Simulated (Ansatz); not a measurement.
# B₂ClFH₄Si: a ladder of functionals and wavefunction methods

One table from this session's results is given with a row withheld; the runs are named, their logs left out.

Program: Ansatz 0.2.0, Gaussian basis. Level of theory: functionals in def2-TZVPP, the program's frozen cores in correlated methods. These are calculated values, not measurements.

The runs, in order: LDA (SPW92), PBE-D4, revPBE-D4, BLYP-D4, r2SCAN-D4, B97M-V, PBE0-D4, B3LYP-D4, r2SCANh-D4, r2SCAN0-D4, HSE06-D4, BHLYP-D4, CAM-B3LYP-D4, LC-ωPBE, ωB97X-V, ωB97M-V, B2PLYP, PBE-QIDH; CCSD(T)/def2-SVP; CCSD(T)/def2-TZVPP; MP2/def2-QZVPP; extrapolation to the limit; RPA on PBE.

### The geometry

An earlier PBE0-D4 in a triple-zeta def2 set relaxation fixed the geometry.

SMILES `B[SiH](F)BCl`, 9 atoms, charge 0, spin multiplicity 1.

Atoms are counted from 1 here; the program's logs count them from 0.

Bond lengths: B1–Si2 1.998 Å, B1–H6 1.194 Å, B1–H7 1.196 Å, Si2–F3 1.611 Å, Si2–B4 2.018 Å, Si2–H8 1.494 Å, B4–Cl5 1.740 Å, B4–H9 1.193 Å. Angles: Si2–B1–H6 123.4°, Si2–B1–H7 118.1°, H6–B1–H7 118.4°, B1–Si2–F3 113.6°, B1–Si2–B4 108.9°, B1–Si2–H8 108.6°, F3–Si2–B4 110.6°, F3–Si2–H8 107.2°, B4–Si2–H8 107.7°, Si2–B4–Cl5 117.6°, Si2–B4–H9 125.6°, Cl5–B4–H9 116.8°.

Coordinates:

```
B     0.2798   -0.0091    1.6694
Si    0.6122   -0.4369   -0.2540
F     2.1158   -0.1153   -0.7352
B    -0.7246    0.5636   -1.3872
Cl   -2.4101    0.1988   -1.1567
H     1.0882    0.5126    2.3770
H    -0.7950   -0.2656    2.1263
H     0.3833   -1.8981   -0.4642
H    -0.4611    1.4036   -2.1924
```

Set-up of the first run:

in.yaml

```yaml
crystal:
  periodic: [false, false, false]
  atoms:
    - {symbol: B, position_ang: [0.279773, -0.009115, 1.669405]}
    - {symbol: Si, position_ang: [0.612160, -0.436894, -0.254045]}
    - {symbol: F, position_ang: [2.115821, -0.115255, -0.735210]}
    - {symbol: B, position_ang: [-0.724579, 0.563619, -1.387190]}
    - {symbol: Cl, position_ang: [-2.410072, 0.198821, -1.156730]}
    - {symbol: H, position_ang: [1.088203, 0.512636, 2.376969]}
    - {symbol: H, position_ang: [-0.794952, -0.265622, 2.126319]}
    - {symbol: H, position_ang: [0.383265, -1.898115, -0.464239]}
    - {symbol: H, position_ang: [-0.461118, 1.403626, -2.192378]}
basis:
  gaussian: {orbitals: def2-TZVPP}
hamiltonian: {xc: lda}
output: {orbitals: {seedname: orbitals}}
```

Steps of the session up to this table: LDA; PBE-D4 (GGA); revPBE-D4 (GGA); BLYP-D4 (GGA); r2SCAN-D4 (meta-GGA); B97M-V (meta-GGA); PBE0-D4 (hybrid); B3LYP-D4 (hybrid); r2SCANh-D4 (hybrid); r2SCAN0-D4 (hybrid); HSE06-D4 (hybrid); BHLYP-D4 (hybrid); CAM-B3LYP-D4 (range-separated); LC-ωPBE (range-separated); ωB97X-V (range-separated); ωB97M-V (range-separated); B2PLYP (double hybrid); PBE-QIDH (double hybrid).

One table of the session follows, with a row left open; its other results are not shown here.

It belongs to the step «Orbital energies across the functionals». 

| functional | HOMO (eV) | LUMO (eV) | gap (eV) |
| --- | --- | --- | --- |
| LDA (SPW92) | -6.73 | -4.13 | 2.60 |
| PBE-D4 | -6.62 | -3.88 | 2.75 |
| revPBE-D4 | -6.58 | -3.77 | 2.81 |
| BLYP-D4 | -6.51 | -3.69 | 2.81 |
| r2SCAN-D4 | -6.88 | -3.63 | 3.25 |
| B97M-V | ? | ? | ? |
| PBE0-D4 | -7.84 | -2.96 | 4.88 |
| B3LYP-D4 | -7.65 | -3.14 | 4.51 |
| r2SCANh-D4 | -7.32 | -3.30 | 4.02 |
| r2SCAN0-D4 | -8.00 | -2.82 | 5.18 |
| HSE06-D4 | -7.44 | -3.34 | 4.10 |
| BHLYP-D4 | -8.99 | -1.92 | 7.07 |
| CAM-B3LYP-D4 | -9.18 | -1.83 | 7.34 |
| LC-ωPBE | -10.49 | -0.69 | 9.80 |
| ωB97X-V | -10.15 | -0.78 | 9.37 |
| ωB97M-V | -9.95 | -1.00 | 8.95 |

Q: Estimate the row for B97M-V from the others.

**Answer.** HOMO (eV): -6.96; LUMO (eV): -3.72; gap (eV): 3.24. In the column «HOMO (eV)» it lies between r2SCANh-D4 (-7.32) and r2SCAN-D4 (-6.88).
